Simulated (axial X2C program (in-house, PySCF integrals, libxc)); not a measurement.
**BrF: bond curves with and without spin–orbit coupling**

Aim: find the lowest determinant of BrF, scan the bond at several levels and fit the constants, once spin-free and once with spin–orbit coupling.

The runs use an in-house X2C program for linear molecules on PySCF integrals; all-electron X2C, Br dyall-cv3z, F dyall-av3z.

All values are calculated.

## (1) The job

task.json reads:

```json
{"zs": [35, 9], "q": 0, "bas": ["dyall-cv3z", "dyall-av3z"], "levels": ["PBE0", "HF", "BP86"], "cc": true, "r0": 1.78, "thr": -2.0, "nmax": 90, "npts": 10, "nst": 2, "ntry": 6}
```

Keys: zs atomic numbers; q charge; bas basis sets; levels methods (HF also brings MP2); cc coupled cluster on or off; r0 starting distance in Å; thr threshold in hartree for freezing inner shells (an s shell follows its p shell); nmax most natural virtual spinors; npts points asked for on the curve; nst determinants followed; ntry starts of the search.

Run with:

```
$ python so2c.py task.json out
```

Spin-free means the one-electron spin-free X2C Hamiltonian; two-component (2c) means X2C with spin–orbit coupling and atomic mean-field two-electron Coulomb and Gaunt terms. Basis: Br dyall-cv3z contracted to [8s9p6d4f1g], F dyall-av3z contracted to [7s6p3d2f]; Gaussian nuclei, density fitting. Masses: Br 78.918 u, F 18.998 u.

Notation: σ, π±, δ± give the projection m of an orbital's angular momentum (0, ±1, ±2), α and β its spin, Λ and M_S the sums; ω is the projection of a spinor's total angular momentum and Ω the sum. Logs are in hartree.

The results follow Hamiltonian by Hamiltonian and level by level.

## (2) Which state to follow

Determinants are compared with PBE0 at 1.780 Å.

Spin-free determinants:

```csv
ΔE (eV),state,open shells
0.00,"M_S = 0, Λ = 0",closed shell
2.43,"M_S = 1, Λ = 1","beyond closed shells: σα, π+α, π+β, π-α"
2.77,"M_S = 0, Λ = 1","beyond closed shells: σβ, π+α, π+β, π-α"
6.06,"M_S = 1, Λ = 0","beyond closed shells: π+α, π-α"
6.97,"M_S = 0, Λ = 0","beyond closed shells: π+β, π-α"
6.97,"M_S = 0, Λ = 2","beyond closed shells: π+α, π+β"
```

Two-component determinants:

| ΔE (eV) | state | open shells |
| --- | --- | --- |
| 0.00 | Ω = 0 | closed shell |
| 2.31 | Ω = 2 | excess of +ω over −ω: ω = 1/2, ω = 3/2 |
| 2.64 | Ω = 1 | excess of +ω over −ω: ω = -1/2, ω = 3/2 |
| 2.93 | Ω = 1 | excess of +ω over −ω: 2 × ω = 1/2 |
| 6.72 | Ω = 0 | closed shell |

## (3) PBE0, spin-free

State followed: M_S = 0, Λ = 0 (closed shell). The scan is laid around 1.760 Å, a first estimate of the minimum, and this SCF restarts from the orbitals of the search.

The SCF at the reference distance of 1.760 Å:

```text
spin-free X2C-1e  PBE0
basis functions 156  fitting functions 850  grid points 5076
iter        total energy     max residual
   1      -2705.413137776     1.84e+00
   2      -2705.877345041     8.83e-03
   3      -2705.875977163     1.25e-02
   4      -2705.878267659     2.70e-03
   5      -2705.878356216     6.84e-04
   6      -2705.878359594     1.23e-04
   7      -2705.878359899     5.95e-06
   8      -2705.878359899     1.02e-06
converged
one-electron -3950.59846921  Coulomb 1253.03633528  exact exchange -25.28682322  xc functional -77.74009675  nuclear repulsion 94.71069400
```

Along the bond, energies from the lowest point:

```
R (Å)  E (eV)  μ (D)  HOMO (eV)  LUMO (eV)  iterations
1.531  1.0304  -0.48      -8.17      -1.40          10
1.602  0.4193  -0.81      -8.41      -2.03          10
1.654  0.1612  -1.03      -8.58      -2.51          10
1.707  0.0314  -1.24      -8.73      -2.98           9
1.760  0.0000  -1.43      -8.87      -3.44           8
1.822  0.0567  -1.63      -9.03      -3.95           9
1.883  0.1867  -1.82      -9.17      -4.42           9
1.962  0.4272  -2.04      -9.33      -4.98           9
2.059  0.7881  -2.28      -9.50      -5.58           9
2.200  1.3667  -2.57      -9.71      -6.31          10
```

Dipoles are positive if F is the positive end.

Outer orbitals at the reference distance:

```tsv
symmetry	occupied	ε (eV)	atomic character
σα	yes	-33.95	84% F s, 5% Br p, 5% Br s
σα	yes	-22.89	70% Br s, 17% F p, 7% F s
σα	yes	-14.34	61% F p, 28% Br p, 7% Br s
π+α	yes	-13.17	84% F p, 13% Br p
π-α	yes	-13.17	84% F p, 13% Br p
π+α	yes	-8.87	81% Br p, 15% F p, 2% F d
π-α	yes	-8.87	81% Br p, 15% F p, 2% F d
σα	no	-3.44	55% Br p, 22% F p, 11% Br d
σα	no	2.24	54% F s, 19% F p, 14% Br s
σα	no	2.60	71% F p, 25% F s
π-α	no	2.71	93% F p, 6% Br p
```

PBE0 fields in the half plane through the axis: z from -2.4 to 3.9 Å across, distance from the axis 0.15 to 2.25 Å upwards; Br lies at z = 0 and F at z = 1.760 Å; the ELF is damped to zero where the density is low.

log10 density (e/bohr³). Ten even steps from ' ' (-5.83 ) to '@' (1.44 ):
```
....::::----------------::::::::::......    
..::::----============----------::::::....  
..::----======++++++==========------::::....
::::--====++++++++++++++==========----::::..
::----==++++**********++++++++++++==----::..
::----==++******##**************++++==--::..
::--====++****##%%##******######**++==--::::
::--====++**##%%@@%%##**##%%%%##**++==----::
```

ELF. Ten even steps from ' ' (0.00 ) to '@' (0.92 ):
```
          ..::::::..                        
        ..--++****==::                      
      ..--++##%%%%##==                      
      ..==##@@@@@@%%++..    ::::..          
      ..++%%@@@@@@@@**....--++++==..        
      ..==##%%%%******::--##%%%%**--..      
      ..--**==::==::--==**@@@@@@##==..      
        ::==..%%::%%..++%%++::%%##==..      
```

Re = 1.753 Å, ωe = 701 cm⁻¹, ωexe = 2.99 cm⁻¹, Be = 0.3581 cm⁻¹, De = 2.66 eV, μ = -1.41 D.

## (4) HF, spin-free

The SCF at the reference distance of 1.760 Å:

```text
spin-free X2C-1e  HF
basis functions 156  fitting functions 850  grid points 5076
iter        total energy     max residual
   1      -2703.998732814     1.88e-01
   2      -2704.021391175     4.27e-03
   3      -2704.021977751     2.49e-03
   4      -2704.022057545     1.12e-03
   5      -2704.022080412     2.80e-04
   6      -2704.022081765     9.88e-05
   7      -2704.022082134     4.42e-05
   8      -2704.022082210     1.17e-05
   9      -2704.022082215     2.12e-06
  10      -2704.022082216     3.42e-07
converged
one-electron -3950.36903073  Coulomb 1252.88621117  exact exchange -101.24995665  xc functional 0.00000000  nuclear repulsion 94.71069400
```

Re = 1.715 Å, ωe = 775 cm⁻¹, ωexe = 2.83 cm⁻¹, Be = 0.3744 cm⁻¹, De = 0.467 eV, μ = -1.57 D.

## (5) BP86, spin-free

The SCF at the reference distance of 1.760 Å:

```text
spin-free X2C-1e  BP86
basis functions 156  fitting functions 850  grid points 5076
iter        total energy     max residual
   1      -2706.609146180     8.71e-02
   2      -2706.612523181     5.22e-03
   3      -2706.609203823     1.59e-02
   4      -2706.613089930     1.63e-03
   5      -2706.613100094     4.72e-04
   6      -2706.613102302     1.10e-04
   7      -2706.613102473     1.00e-05
   8      -2706.613102474     4.49e-06
converged
one-electron -3950.49723902  Coulomb 1252.91563952  exact exchange 0.00000000  xc functional -103.74219697  nuclear repulsion 94.71069400
```

Re = 1.789 Å, ωe = 645 cm⁻¹, ωexe = 3.05 cm⁻¹, Be = 0.3438 cm⁻¹, De = 3.11 eV, μ = -1.40 D.

## (6) MP2 and beyond, spin-free

Correlated methods: 14 electrons correlated (frozen shells, counted by type: Br 3 s, 2 p, 1 d; F 1 s), 210 virtual spinors in MP2, 90 natural virtuals in coupled cluster.

Output of the correlated part at 1.760 Å:

```text
correlated 14  virtual 210  natural virtual 90  E(MP2) -0.439796380  MP2 remainder -0.021183355
iter   CCSD correlation   residual
   1     -0.420415051   1.19e-01
   2     -0.430616353   4.77e-02
   3     -0.433328024   1.64e-02
   4     -0.433269899   4.75e-03
   5     -0.433295570   1.59e-03
   6     -0.433294074   4.72e-04
   7     -0.433292383   1.52e-04
   8     -0.433293899   4.79e-05
   9     -0.433293086   1.51e-05
  10     -0.433293158   4.13e-06
  11     -0.433293057   1.55e-06
  12     -0.433293059   5.84e-07
(T) -0.014875247  T1 0.0164  D1 0.0321  max T2 0.105
```

T1 in the output is the amplitude norm over the root of the electron number; divide by √2 for the Lee–Taylor value.

MP2: Re = 1.763 Å, ωe = 685 cm⁻¹, Be = 0.3543 cm⁻¹, De = 2.90 eV.

CCSD: Re = 1.757 Å, ωe = 692 cm⁻¹, ωexe = 3.28 cm⁻¹, Be = 0.3565 cm⁻¹, De = 2.45 eV. T1 at Re = 0.012 (Lee–Taylor, the printed value over √2).

CCSD(T): Re = 1.768 Å, ωe = 668 cm⁻¹, ωexe = 3.62 cm⁻¹, Be = 0.3521 cm⁻¹, De = 2.62 eV. T1 at Re = 0.012 (Lee–Taylor, the printed value over √2).

## (7) A higher determinant, spin-free

State: M_S = 1, Λ = 1 (beyond closed shells: σα, π+α, π+β, π-α).

Output at the reference distance:

```text
spin-free X2C-1e  PBE0
basis functions 156  fitting functions 850  grid points 5076
iter        total energy     max residual
   1      -2705.284045118     1.83e+00
   2      -2705.783415756     9.70e-03
   3      -2705.780416137     2.36e-02
   4      -2705.784568670     5.38e-03
   5      -2705.784748520     6.94e-04
   6      -2705.784750030     2.40e-04
   7      -2705.784750491     1.94e-05
   8      -2705.784750494     8.46e-06
   9      -2705.784750495     1.47e-06
converged
one-electron -3950.38234136  Coulomb 1252.92902072  exact exchange -25.29039533  xc functional -77.75172852  nuclear repulsion 94.71069400
```

```csv
R (Å),E above the lowest PBE0 point (eV)
1.531,4.964
1.602,3.934
1.654,3.350
1.707,2.895
1.760,2.547
1.822,2.252
1.883,2.054
1.962,1.910
2.059,1.856
```

No constants are quoted: the lowest point is the long end of the scan.

## (8) The spin-free curves together

Energy (eV) of the followed determinant, spin-free, from each level's lowest point:

```
R (Å)   PBE0     HF    MP2   CCSD  CCSD(T)   BP86
1.531  1.030  0.795  1.094    n/a      n/a  1.254
1.602  0.419  0.264  0.462  0.436    0.477  0.572
1.654  0.161  0.068  0.189  0.172    0.200  0.262
1.707  0.031  0.000  0.045  0.037    0.051  0.081
1.760  0.000  0.031  0.000  0.000    0.000  0.000
1.822  0.057  0.160  0.041  0.050    0.032  0.001
1.883  0.187  0.363  0.155  0.171    0.134  0.077
1.962  0.427  0.695  0.375  0.399    0.334  0.252
2.059  0.788  1.167  0.708    n/a      n/a  0.538
2.200  1.367  1.903  1.240    n/a      n/a  1.017
```

## (9) PBE0, 2c

State followed: Ω = 0 (closed shell). The scan is laid around 1.760 Å, a first estimate of the minimum, and this SCF restarts from the orbitals of the search.

Output at 1.760 Å:

```text
two-component X2C + atomic mean field  PBE0
basis functions 156  fitting functions 850  grid points 5076
iter        total energy     max residual
   1      -2704.501140168     1.84e+00
   2      -2704.967776224     8.84e-03
   3      -2704.966351124     1.27e-02
   4      -2704.968713759     2.67e-03
   5      -2704.968801465     6.85e-04
   6      -2704.968804749     1.23e-04
   7      -2704.968805058     5.61e-06
   8      -2704.968805060     2.90e-06
converged
one-electron -3948.24316052  Coulomb 1252.55192654  exact exchange -25.27735995  xc functional -77.71107244  nuclear repulsion 94.71069400  atomic mean-field constant -0.99983268
```

Along the bond, energies from the lowest point:

```
R (Å)  E (eV)  μ (D)  HOMO (eV)  LUMO (eV)  iterations
1.531  1.0429  -0.48      -8.02      -1.40          10
1.602  0.4281  -0.81      -8.25      -2.02          10
1.654  0.1672  -1.04      -8.42      -2.49          10
1.707  0.0345  -1.25      -8.57      -2.96          10
1.760  0.0000  -1.44      -8.72      -3.42           8
1.822  0.0528  -1.65      -8.87      -3.93          10
1.883  0.1786  -1.84      -9.01      -4.40          11
1.962  0.4129  -2.07      -9.17      -4.95          11
2.059  0.7649  -2.32      -9.35      -5.54          11
2.200  1.3265  -2.64      -9.56      -6.25          12
```

Dipoles are positive if F is the positive end.

Outer spinors at the reference distance:

```json
{"ω": "1/2", "occupied": "yes", "ε (eV)": "-33.93", "atomic character": "84% F s, 5% Br p, 5% Br s", "λ mixture": "100% σ"}
{"ω": "1/2", "occupied": "yes", "ε (eV)": "-22.89", "atomic character": "70% Br s, 17% F p, 7% F s", "λ mixture": "100% σ"}
{"ω": "1/2", "occupied": "yes", "ε (eV)": "-14.34", "atomic character": "61% F p, 28% Br p, 7% Br s", "λ mixture": "100% σ"}
{"ω": "1/2", "occupied": "yes", "ε (eV)": "-13.19", "atomic character": "84% F p, 14% Br p", "λ mixture": "100% π"}
{"ω": "3/2", "occupied": "yes", "ε (eV)": "-13.12", "atomic character": "85% F p, 13% Br p", "λ mixture": "100% π"}
{"ω": "1/2", "occupied": "yes", "ε (eV)": "-9.03", "atomic character": "80% Br p, 16% F p, 2% F d", "λ mixture": "100% π"}
{"ω": "3/2", "occupied": "yes", "ε (eV)": "-8.72", "atomic character": "81% Br p, 14% F p, 2% F d", "λ mixture": "100% π"}
{"ω": "1/2", "occupied": "no", "ε (eV)": "-3.42", "atomic character": "55% Br p, 22% F p, 11% Br d", "λ mixture": "100% σ"}
{"ω": "1/2", "occupied": "no", "ε (eV)": "2.25", "atomic character": "53% F s, 20% F p, 14% Br s", "λ mixture": "100% σ"}
{"ω": "1/2", "occupied": "no", "ε (eV)": "2.61", "atomic character": "71% F p, 25% F s", "λ mixture": "100% σ"}
{"ω": "1/2", "occupied": "no", "ε (eV)": "2.71", "atomic character": "93% F p, 6% Br p", "λ mixture": "100% π"}
```

PBE0 fields in the half plane through the axis: z from -2.4 to 3.9 Å across, distance from the axis 0.15 to 2.25 Å upwards; Br lies at z = 0 and F at z = 1.760 Å; the ELF is damped to zero where the density is low.

log10 density (e/bohr³). Ten even steps from ' ' (-5.82 ) to '@' (1.44 ):
```
....::::----------------::::::::::......    
..::::----============----------::::::....  
..::----======++++++==========------::::....
::::--====++++++++++++++==========----::::..
::----==++++**********++++++++++++==----::..
::----==++******##**************++++==--::..
::--====++****##%%##******######**++==--::::
::--====++**##%%@@%%##**##%%%%##**++==----::
```

ELF. Ten even steps from '0' (0.00 ) to '9' (0.92 ):
```
0000012221000000000000
0000135664200000000000
0001357887400000000000
0001479998510022100000
0001589999611355410000
0001478866623788631000
0001364242346999741000
0000241828158528741000
```

Re = 1.756 Å, ωe = 696 cm⁻¹, ωexe = 3.07 cm⁻¹, Be = 0.3572 cm⁻¹, De = 2.57 eV, μ = -1.43 D.

## (10) HF, 2c

The SCF at the reference distance of 1.760 Å:

```text
two-component X2C + atomic mean field  HF
basis functions 156  fitting functions 850  grid points 5076
iter        total energy     max residual
   1      -2703.089812475     1.88e-01
   2      -2703.112457894     4.26e-03
   3      -2703.113047782     2.50e-03
   4      -2703.113129790     1.12e-03
   5      -2703.113153653     2.84e-04
   6      -2703.113155546     1.10e-04
   7      -2703.113156255     7.86e-05
   8      -2703.113156554     4.59e-05
   9      -2703.113156632     2.55e-05
  10      -2703.113156658     1.20e-05
  11      -2703.113156665     1.86e-06
  12      -2703.113156665     2.64e-07
converged
one-electron -3948.01220182  Coulomb 1252.40027667  exact exchange -101.21209283  xc functional 0.00000000  nuclear repulsion 94.71069400  atomic mean-field constant -0.99983268
```

Re = 1.716 Å, ωe = 771 cm⁻¹, ωexe = 2.88 cm⁻¹, Be = 0.3737 cm⁻¹, De = 0.309 eV, μ = -1.59 D.

## (11) BP86, 2c

Output at 1.760 Å:

```text
two-component X2C + atomic mean field  BP86
basis functions 156  fitting functions 850  grid points 5076
iter        total energy     max residual
   1      -2705.699168840     8.71e-02
   2      -2705.702541530     5.22e-03
   3      -2705.699189906     1.60e-02
   4      -2705.703111819     1.63e-03
   5      -2705.703122101     4.70e-04
   6      -2705.703124294     1.10e-04
   7      -2705.703124465     1.01e-05
   8      -2705.703124467     4.47e-06
converged
one-electron -3948.14253198  Coulomb 1252.43183347  exact exchange 0.00000000  xc functional -103.70328727  nuclear repulsion 94.71069400  atomic mean-field constant -0.99983268
```

Re = 1.792 Å, ωe = 639 cm⁻¹, ωexe = 3.16 cm⁻¹, Be = 0.3428 cm⁻¹, De = 3.02 eV, μ = -1.42 D.

## (12) Correlated methods, 2c

Correlated methods: 14 electrons correlated (frozen shells, counted by type: Br 3 s, 2 p, 1 d; F 1 s), 210 virtual spinors in MP2, 90 natural virtuals in coupled cluster.

Output of the correlated part at 1.760 Å:

```text
correlated 14  virtual 210  natural virtual 90  E(MP2) -0.439682945  MP2 remainder -0.021191131
iter   CCSD correlation   residual
   1     -0.420283204   1.19e-01
   2     -0.430479570   4.78e-02
   3     -0.433194540   1.64e-02
   4     -0.433136290   4.76e-03
   5     -0.433161921   1.60e-03
   6     -0.433160473   4.79e-04
   7     -0.433158752   1.58e-04
   8     -0.433160366   5.66e-05
   9     -0.433159428   2.68e-05
  10     -0.433159626   1.59e-05
  11     -0.433159364   9.69e-06
  12     -0.433159471   4.05e-06
  13     -0.433159457   1.51e-06
(T) -0.014865497  T1 0.0164  D1 0.0322  max T2 0.103
```

MP2: Re = 1.765 Å, ωe = 681 cm⁻¹, Be = 0.3535 cm⁻¹, De = 2.76 eV.

CCSD: Re = 1.759 Å, ωe = 688 cm⁻¹, ωexe = 3.32 cm⁻¹, Be = 0.3557 cm⁻¹, De = 2.31 eV. T1 at Re = 0.012 (Lee–Taylor, the printed value over √2).

CCSD(T): Re = 1.770 Å, ωe = 664 cm⁻¹, ωexe = 3.68 cm⁻¹, Be = 0.3513 cm⁻¹, De = 2.48 eV. T1 at Re = 0.012 (Lee–Taylor, the printed value over √2).

## (13) A higher determinant, 2c

State: Ω = 2 (excess of +ω over −ω: ω = 1/2, ω = 3/2).

Output at the reference distance:

```text
two-component X2C + atomic mean field  PBE0
basis functions 156  fitting functions 850  grid points 5076
iter        total energy     max residual
   1      -2704.376912667     1.84e+00
   2      -2704.878533077     9.62e-03
   3      -2704.875709742     2.29e-02
   4      -2704.879675105     5.21e-03
   5      -2704.879843279     6.98e-04
   6      -2704.879844953     2.31e-04
   7      -2704.879845388     1.96e-05
   8      -2704.879845391     8.38e-06
   9      -2704.879845392     1.41e-06
converged
one-electron -3948.05758372  Coulomb 1252.47250642  exact exchange -25.28161773  xc functional -77.72401169  nuclear repulsion 94.71069400  atomic mean-field constant -0.99983268
```

```
R (Å)  E above the lowest PBE0 point (eV)
1.531                               4.839
1.602                               3.808
1.654                               3.224
1.707                               2.769
1.760                               2.421
1.822                               2.125
1.883                               1.927
1.962                               1.781
2.059                               1.725
```

No constants are quoted: the lowest point is the long end of the scan.

## (14) The 2c curves together

Energy (eV) of the followed determinant, 2c, from each level's lowest point:

```csv
R (Å),PBE0,HF,MP2,CCSD,CCSD(T),BP86
1.531,1.043,0.804,1.106,n/a,n/a,1.270
1.602,0.428,0.269,0.470,0.443,0.485,0.584
1.654,0.167,0.070,0.194,0.177,0.206,0.271
1.707,0.035,0.000,0.048,0.040,0.054,0.087
1.760,0.000,0.028,0.000,0.000,0.000,0.003
1.822,0.053,0.154,0.038,0.046,0.029,0.000
1.883,0.179,0.352,0.149,0.165,0.128,0.072
1.962,0.413,0.679,0.363,0.388,0.323,0.241
2.059,0.765,1.142,0.689,n/a,n/a,0.517
2.200,1.327,1.863,1.210,n/a,n/a,0.978
```

The whole job took 1.7 min on 1 thread of Arm Neoverse V1, shared host.

## (15) Results

Lowest determinant that the search found at its distance, spin-free: M_S = 0, Λ = 0 (closed shell).

Lowest determinant that the search found at its distance, 2c: Ω = 0 (closed shell).

| Hamiltonian | level | Re (Å) | ωe (cm⁻¹) | De (eV) | μ (D) |
| --- | --- | --- | --- | --- | --- |
| spin-free | PBE0 | 1.753 | 701 | 2.66 | -1.41 |
| spin-free | HF | 1.715 | 775 | 0.467 | -1.57 |
| spin-free | MP2 | 1.763 | 685 | 2.90 | n/a |
| spin-free | CCSD | 1.757 | 692 | 2.45 | n/a |
| spin-free | CCSD(T) | 1.768 | 668 | 2.62 | n/a |
| spin-free | BP86 | 1.789 | 645 | 3.11 | -1.40 |
| 2c | PBE0 | 1.756 | 696 | 2.57 | -1.43 |
| 2c | HF | 1.716 | 771 | 0.309 | -1.59 |
| 2c | MP2 | 1.765 | 681 | 2.76 | n/a |
| 2c | CCSD | 1.759 | 688 | 2.31 | n/a |
| 2c | CCSD(T) | 1.770 | 664 | 2.48 | n/a |
| 2c | BP86 | 1.792 | 639 | 3.02 | -1.42 |

Dipoles are positive if F is the positive end.

Time per point (s) on 1 thread of Arm Neoverse V1, shared host (2c runs; CCSD comes with the CCSD(T) run); the times are rough: PBE0 0.27, HF 0.18, MP2 0.38, CCSD(T) 5.4, BP86 0.17.

**Reading.** At CCSD(T), going from spin-free to two-component changes Re by +2 mÅ, ωe by -0.6 %; the spin-free picture holds up (part of it comes from the scalar share of the two-electron terms). De moves by -0.14 eV; both De rest on single-determinant atoms, which can miss part of an open shell's spin–orbit lowering.

De refers to Br + F, each in the lowest determinant found, which need not be this curve's own limit. The state is a single determinant with fixed occupations, the lowest that a limited PBE0 search found. Closed shells are restricted here (equal orbitals for both partners), which fails at long range if the bond breaks into open shells. De is counted from the lowest determinant-based energies of the atoms at the same level, without counterpoise correction. Coupled cluster ran in a truncated set of natural virtual spinors; the MP2 energy of the rest was added.
